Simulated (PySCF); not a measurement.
**P: dipole response in aug-cc-pwCVTZ**

How polarisable is P at the levels listed below?

The numbers are computed with PySCF 2.14.0 (unrestricted determinants in a Gaussian basis, no spin-orbit coupling in the energies), except any that are marked as measured or tabulated.

**1. The atom as given**

- Element: phosphorus (Z = 15)
- Basis: aug-cc-pwCVTZ (8s7p5d3f, 75 functions)
- Hamiltonian: the non-relativistic Hamiltonian (point nucleus)
- State 1: P: [Ne] 3s2 3p3, high-spin 4S determinant
- Methods: UHF, PBE, PBE0, B97-3, TPSSh

Outer shells as boxes (Hund's rule):

P [Ne] 3s2 3p3
```
[Ne] core
3s [↑↓]
3p [↑ ][↑ ][↑ ]
```

One driver process ran all states and methods and kept the integrals in memory. Each run is shown as a PySCF script that sums up its settings (the driver passes frozen orbitals as a list and adds second-order terms of double hybrids); the logs are those of the runs themselves. The driver starts from symmetry-adapted Hartree-Fock orbitals, holds the occupation by maximum overlap and uses a logarithmic radial grid for functionals, so a plain start would take other cycles.

The integrals over 75 functions and the set-up took 0.23 s of CPU time.

**2. P**

Level: UHF.

The input, input.py:

```python
from pyscf import gto, scf, dft, mp, cc
import basis_set_exchange as bse
mol = gto.M(atom="P 0 0 0", charge=0, spin=3, symmetry="D2h",
            basis=gto.basis.parse(bse.get_basis("aug-cc-pwCVTZ", elements=["P"], fmt="nwchem")))
mf = scf.UHF(mol)
mf.irrep_nelec = {'Ag': (3, 3), 'B1u': (2, 1), 'B2u': (2, 1), 'B3u': (2, 1)}
mf.kernel()
```

Log:

```text
damping factor = 0
level_shift factor = 0
DIIS = <class 'pyscf.scf.diis.CDIIS'>
diis_start_cycle = 1
diis_space = 10
diis_damp = 0
SCF conv_tol = 1e-09
SCF conv_tol_grad = None
number electrons alpha = 9  beta = 6
cycle= 1 E= -340.716610719887  delta_E= -1.44e-10  |g|= 3.05e-06  |ddm|= 6.51e-05
converged SCF energy = -340.716610719887  <S^2> = 3.7506664  2S+1 = 4.0003332
```

CPU time 2.9 s on a shared host, the integrals not counted.

Orbital energies by shell (radii are means over both spins):

| shell | electrons | mean orbital energy (eV) | spread (eV) | rms radius (bohr) |
| --- | --- | --- | --- | --- |
| 1s α | 1 | -2176.4 | 0 | 0.120 |
| 1s β | 1 | -2175.8 | 0 | 0.120 |
| 2s α | 1 | -204.69 | 0 | 0.562 |
| 2s β | 1 | -204.09 | 0 | 0.562 |
| 2p α | 3 | -147.54 | 0 | 0.540 |
| 2p β | 3 | -146.40 | 0 | 0.540 |
| 3s α | 1 | -22.763 | 0 | 2.09 |
| 3s β | 1 | -15.149 | 0 | 2.09 |
| 3p α | 3 | -10.673 | 0 | 2.53 |

⟨S²⟩ = 3.751, ⟨L²⟩ = 0.00.

The driver then solved the coupled dipole response at imaginary frequencies: mean α = 25.43 bohr³, C₆ = 188.7 au for a like pair.

Level: PBE.

input.py differs from the last one in:

```diff
@@ -4,3 +4,3 @@
             basis=gto.basis.parse(bse.get_basis("aug-cc-pwCVTZ", elements=["P"], fmt="nwchem")))
-mf = scf.UHF(mol)
+mf = dft.UKS(mol, xc="PBE")
 mf.irrep_nelec = {'Ag': (3, 3), 'B1u': (2, 1), 'B2u': (2, 1), 'B3u': (2, 1)}
```

Log:

```text
damping factor = 0
level_shift factor = 0
DIIS = <class 'pyscf.scf.diis.CDIIS'>
diis_start_cycle = 1
diis_space = 10
diis_damp = 0
SCF conv_tol = 1e-09
SCF conv_tol_grad = None
number electrons alpha = 9  beta = 6
XC functionals = PBE
    J. P. Perdew, K. Burke, and M. Ernzerhof.,  Phys. Rev. Lett. 77, 3865 (1996)
    J. P. Perdew, K. Burke, and M. Ernzerhof.,  Phys. Rev. Lett. 78, 1396 (1997)
    J. P. Perdew, K. Burke, and M. Ernzerhof.,  Phys. Rev. Lett. 77, 3865 (1996)
    J. P. Perdew, K. Burke, and M. Ernzerhof.,  Phys. Rev. Lett. 78, 1396 (1997)
cycle= 1 E= -341.111925152699  delta_E= -0.0084  |g|= 0.0139  |ddm|= 0.284
cycle= 2 E= -341.111977578559  delta_E= -5.24e-05  |g|= 0.00496  |ddm|= 0.0545
cycle= 3 E= -341.111993912781  delta_E= -1.63e-05  |g|= 0.00184  |ddm|= 0.0201
cycle= 4 E= -341.111994931557  delta_E= -1.02e-06  |g|= 0.000186  |ddm|= 0.00379
cycle= 5 E= -341.111994947963  delta_E= -1.64e-08  |g|= 3.38e-06  |ddm|= 0.000477
cycle= 6 E= -341.111994947965  delta_E= -1.71e-12  |g|= 9.13e-08  |ddm|= 4.25e-06
converged SCF energy = -341.111994947965  <S^2> = 3.7504396  2S+1 = 4.0002198
```

CPU time 2.3 s on a shared host, the integrals not counted.

The driver then solved the coupled dipole response at imaginary frequencies: mean α = 27.25 bohr³, C₆ = 204.1 au for a like pair.

Level: PBE0.

input.py differs from the last one in:

```diff
@@ -4,3 +4,3 @@
             basis=gto.basis.parse(bse.get_basis("aug-cc-pwCVTZ", elements=["P"], fmt="nwchem")))
-mf = dft.UKS(mol, xc="PBE")
+mf = dft.UKS(mol, xc="PBE0")
 mf.irrep_nelec = {'Ag': (3, 3), 'B1u': (2, 1), 'B2u': (2, 1), 'B3u': (2, 1)}
```

Log:

```text
damping factor = 0
level_shift factor = 0
DIIS = <class 'pyscf.scf.diis.CDIIS'>
diis_start_cycle = 1
diis_space = 10
diis_damp = 0
SCF conv_tol = 1e-09
SCF conv_tol_grad = None
number electrons alpha = 9  beta = 6
XC functionals = PBE0
    C. Adamo and V. Barone.,  J. Chem. Phys. 110, 6158 (1999)
    M. Ernzerhof and G. E. Scuseria.,  J. Chem. Phys. 110, 5029 (1999)
cycle= 1 E= -341.142861296194  delta_E= -0.00446  |g|= 0.00864  |ddm|= 0.228
cycle= 2 E= -341.142891130501  delta_E= -2.98e-05  |g|= 0.00213  |ddm|= 0.0264
cycle= 3 E= -341.14289389889  delta_E= -2.77e-06  |g|= 0.000902  |ddm|= 0.00758
cycle= 4 E= -341.142894080793  delta_E= -1.82e-07  |g|= 9.49e-05  |ddm|= 0.00117
cycle= 5 E= -341.142894083098  delta_E= -2.3e-09  |g|= 7.54e-06  |ddm|= 0.000194
cycle= 6 E= -341.142894083158  delta_E= -6e-11  |g|= 4.83e-07  |ddm|= 3.92e-05
converged SCF energy = -341.142894083158  <S^2> = 3.7503633  2S+1 = 4.0001817
```

CPU time 4.5 s on a shared host, the integrals not counted.

The driver then solved the coupled dipole response at imaginary frequencies: mean α = 26.26 bohr³, C₆ = 195.2 au for a like pair.

Level: B97-3.

input.py differs from the last one in:

```diff
@@ -4,3 +4,3 @@
             basis=gto.basis.parse(bse.get_basis("aug-cc-pwCVTZ", elements=["P"], fmt="nwchem")))
-mf = dft.UKS(mol, xc="PBE0")
+mf = dft.UKS(mol, xc="HYB_GGA_XC_B97_3")
 mf.irrep_nelec = {'Ag': (3, 3), 'B1u': (2, 1), 'B2u': (2, 1), 'B3u': (2, 1)}
```

Log:

```text
damping factor = 0
level_shift factor = 0
DIIS = <class 'pyscf.scf.diis.CDIIS'>
diis_start_cycle = 1
diis_space = 10
diis_damp = 0
SCF conv_tol = 1e-09
SCF conv_tol_grad = None
number electrons alpha = 9  beta = 6
XC functionals = HYB_GGA_XC_B97_3
    T. W. Keal and D. J. Tozer.,  J. Chem. Phys. 123, 121103 (2005)
cycle= 1 E= -341.226622765265  delta_E= -0.00434  |g|= 0.00773  |ddm|= 0.206
cycle= 2 E= -341.226642068604  delta_E= -1.93e-05  |g|= 0.00184  |ddm|= 0.0232
cycle= 3 E= -341.226644225298  delta_E= -2.16e-06  |g|= 0.000728  |ddm|= 0.0115
cycle= 4 E= -341.226644382706  delta_E= -1.57e-07  |g|= 0.000115  |ddm|= 0.00109
cycle= 5 E= -341.226644390577  delta_E= -7.87e-09  |g|= 2e-05  |ddm|= 0.000618
cycle= 6 E= -341.226644391331  delta_E= -7.54e-10  |g|= 1.44e-06  |ddm|= 0.000272
converged SCF energy = -341.226644391331  <S^2> = 3.7521296  2S+1 = 4.0010646
```

CPU time 4.5 s on a shared host, the integrals not counted.

The driver then solved the coupled dipole response at imaginary frequencies: mean α = 26.77 bohr³, C₆ = 200.3 au for a like pair.

Level: TPSSh.

input.py differs from the last one in:

```diff
@@ -4,3 +4,3 @@
             basis=gto.basis.parse(bse.get_basis("aug-cc-pwCVTZ", elements=["P"], fmt="nwchem")))
-mf = dft.UKS(mol, xc="HYB_GGA_XC_B97_3")
+mf = dft.UKS(mol, xc="TPSSH")
 mf.irrep_nelec = {'Ag': (3, 3), 'B1u': (2, 1), 'B2u': (2, 1), 'B3u': (2, 1)}
```

Log:

```text
damping factor = 0
level_shift factor = 0
DIIS = <class 'pyscf.scf.diis.CDIIS'>
diis_start_cycle = 1
diis_space = 10
diis_damp = 0
SCF conv_tol = 1e-09
SCF conv_tol_grad = None
number electrons alpha = 9  beta = 6
XC functionals = TPSSH
    V. N. Staroverov, G. E. Scuseria, J. Tao, and J. P. Perdew.,  J. Chem. Phys. 119, 12129 (2003)
cycle= 1 E= -341.287779895833  delta_E= -0.00441  |g|= 0.00799  |ddm|= 0.236
cycle= 2 E= -341.287810338943  delta_E= -3.04e-05  |g|= 0.00311  |ddm|= 0.0347
cycle= 3 E= -341.287816236148  delta_E= -5.9e-06  |g|= 0.0012  |ddm|= 0.0103
cycle= 4 E= -341.287816464389  delta_E= -2.28e-07  |g|= 7.01e-05  |ddm|= 0.00112
cycle= 5 E= -341.287816466896  delta_E= -2.51e-09  |g|= 5.96e-06  |ddm|= 0.000199
cycle= 6 E= -341.287816466915  delta_E= -1.92e-11  |g|= 3.59e-07  |ddm|= 1.74e-05
converged SCF energy = -341.287816466915  <S^2> = 3.7510296  2S+1 = 4.0005148
```

It used 8.5 s of CPU time after the integrals (shared host).

The driver then solved the coupled dipole response at imaginary frequencies: mean α = 26.27 bohr³, C₆ = 197.1 au for a like pair.

Radial density 4πr²ρ of P at UHF:

| r (bohr) | density | spin density |
| --- | --- | --- |
| 0.00136 | 0.0490 | 0.000 |
| 0.00229 | 0.135 | 0.000 |
| 0.00386 | 0.364 | 0.000 |
| 0.00649 | 0.951 | 0.000 |
| 0.0109 | 2.36 | 0.000 |
| 0.0184 | 5.34 | 0.000 |
| 0.0309 | 10.4 | 0.001 |
| 0.0519 | 15.8 | 0.007 |
| 0.0873 | 16.4 | 0.036 |
| 0.147 | 11.5 | 0.128 |
| 0.247 | 12.8 | 0.262 |
| 0.416 | 15.7 | 0.175 |
| 0.699 | 6.77 | -0.010 |
| 1.18 | 2.24 | 0.768 |
| 1.98 | 2.46 | 1.430 |
| 3.33 | 0.694 | 0.506 |
| 5.60 | 0.0366 | 0.032 |
| 9.41 | 6.04e-05 | 0.000 |

**3. Polarisabilities and C₆**

P, in atomic units:

| method | mean α | C₆ (like pair) | S(−4) |
| --- | --- | --- | --- |
| UHF | 25.43 | 188.7 | 192.8 |
| PBE | 27.25 | 204.1 | 244.1 |
| PBE0 | 26.26 | 195.2 | 216.7 |
| B97-3 | 26.77 | 200.3 | 226.4 |
| TPSSh | 26.27 | 197.1 | 213.3 |

Reference α: 25 ± 1 bohr³ (recommended; Schwerdtfeger and Nagle, table of static dipole polarizabilities (2023 update)). Published C₆: 185.0 (Chu and Dalgarno (2004); Tang, Norbeck and Certain (1976)).

α(iu) at TPSSh:

| u (hartree) | α(iu) (bohr³) |
| --- | --- |
| 0 | 26.27 |
| 0.0500 | 25.75 |
| 0.100 | 24.33 |
| 0.200 | 20.15 |
| 0.300 | 15.91 |
| 0.500 | 9.801 |
| 0.750 | 5.772 |
| 1.00 | 3.734 |
| 1.50 | 1.922 |
| 2.00 | 1.183 |
| 3.00 | 0.6013 |
| 5.00 | 0.2658 |

**4. Results**

| quantity | value |
| --- | --- |
| α of P | 25.43 (UHF) to 27.25 (PBE) bohr³; reference 25.00 |

**Reading.** For P UHF is nearest the reference (+2 %). All values hold for this basis alone; no basis-set limit was taken.
